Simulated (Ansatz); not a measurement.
# CH₂AlFOS: one species, many methods

An exercise on one series of results from a longer session: the logs are not shown, and one member is left open.

Computed with Ansatz 0.2.0, Gaussian basis. Level: functionals in def2-TZVPP, the program's frozen cores in correlated methods.

Plan: LDA (SPW92), PBE-D4, revPBE-D4, BLYP-D4, r2SCAN-D4, B97M-V, PBE0-D4, B3LYP-D4, r2SCANh-D4, r2SCAN0-D4, HSE06-D4, BHLYP-D4, CAM-B3LYP-D4, LC-ωPBE, ωB97X-V, ωB97M-V, B2PLYP, PBE-QIDH; CCSD(T)/def2-SVP; CCSD(T)/def2-TZVPP; MP2/def2-QZVPP; extrapolation to the limit; RPA on PBE.

### The relaxed structure

The geometry comes from an earlier relaxation with PBE0-D4 in a triple-zeta def2 set; it is a stationary point, not always the lowest conformer.

SMILES `F[C]1(S)[O][AlH]1`, 7 atoms, charge 0, spin multiplicity 1.

Atoms are counted from 1 here; the program's logs count them from 0.

Bond lengths: F1–C2 1.366 Å, C2–S3 1.801 Å, C2–O4 1.415 Å, C2–Al5 1.896 Å, S3–H6 1.342 Å, O4–Al5 1.730 Å, Al5–H7 1.566 Å. Angles: F1–C2–S3 110.3°, F1–C2–O4 111.1°, F1–C2–Al5 122.9°, S3–C2–O4 110.2°, S3–C2–Al5 125.8°, O4–C2–Al5 60.9°, C2–S3–H6 95.2°, C2–O4–Al5 73.4°, C2–Al5–O4 45.6°, C2–Al5–H7 176.9°, O4–Al5–H7 137.5°.

Set-up of the first run:

Contents of in.yaml:

```yaml
crystal:
  periodic: [false, false, false]
  atoms:
    - {symbol: F, position_ang: [0.072190, -1.728796, 0.470477]}
    - {symbol: C, position_ang: [-0.118227, -0.396763, 0.235256]}
    - {symbol: S, position_ang: [-0.546241, 0.453219, 1.764536]}
    - {symbol: O, position_ang: [-1.125610, -0.190715, -0.736618]}
    - {symbol: Al, position_ang: [0.341468, 0.434466, -1.406001]}
    - {symbol: H, position_ang: [0.636377, 0.233589, 2.360338]}
    - {symbol: H, position_ang: [0.801244, 1.126999, -2.733689]}
basis:
  gaussian: {orbitals: def2-TZVPP}
hamiltonian: {xc: lda}
output: {orbitals: {seedname: orbitals}}
```

Started as:

```sh
> ansatz run in.yaml --threads 2 --pin off --events-out ev --progress --plain --max-ram 4352MiB
```

Among the steps run: LDA; PBE-D4 (GGA); revPBE-D4 (GGA); BLYP-D4 (GGA); r2SCAN-D4 (meta-GGA); B97M-V (meta-GGA); B3LYP-D4 (hybrid); r2SCANh-D4 (hybrid); r2SCAN0-D4 (hybrid); HSE06-D4 (hybrid); BHLYP-D4 (hybrid); CAM-B3LYP-D4 (range-separated); LC-ωPBE (range-separated); ωB97X-V (range-separated); ωB97M-V (range-separated); B2PLYP (double hybrid); PBE-QIDH (double hybrid).

One of the session's tables, all rows but one given; the rest of the session is left out.

It belongs to the step «Orbital energies across the functionals». 

| functional | HOMO (eV) | LUMO (eV) | gap (eV) |
| --- | --- | --- | --- |
| LDA (SPW92) | -5.45 | -2.57 | 2.88 |
| PBE-D4 | -5.28 | -2.33 | 2.95 |
| revPBE-D4 | -5.21 | -2.24 | 2.98 |
| BLYP-D4 | -5.17 | -2.25 | 2.92 |
| r2SCAN-D4 | -5.47 | -2.07 | 3.40 |
| B97M-V | -5.54 | -2.23 | 3.31 |
| PBE0-D4 | -6.42 | -1.60 | 4.81 |
| B3LYP-D4 | -6.24 | -1.83 | 4.41 |
| r2SCANh-D4 | -5.90 | -1.81 | 4.09 |
| r2SCAN0-D4 | -6.55 | -1.43 | 5.12 |
| HSE06-D4 | -6.02 | -1.97 | 4.05 |
| BHLYP-D4 | ? | ? | ? |
| CAM-B3LYP-D4 | -7.74 | -0.70 | 7.03 |
| LC-ωPBE | -9.01 | 0.41 | 9.41 |
| ωB97X-V | -8.67 | 0.29 | 8.96 |
| ωB97M-V | -8.54 | 0.01 | 8.55 |

Q: Estimate the row for BHLYP-D4 from the others.

Worked estimate for «HOMO (eV)». Against the share of exact exchange, BLYP-D4 (0, -5.17), B3LYP-D4 (0.2, -6.24) give a slope of -5.35 per unit share; at 0.5 the line stands at -7.84.

The run gave: HOMO (eV): -7.49; LUMO (eV): -0.89; gap (eV): 6.60. In «HOMO (eV)» the line misses by -0.35.
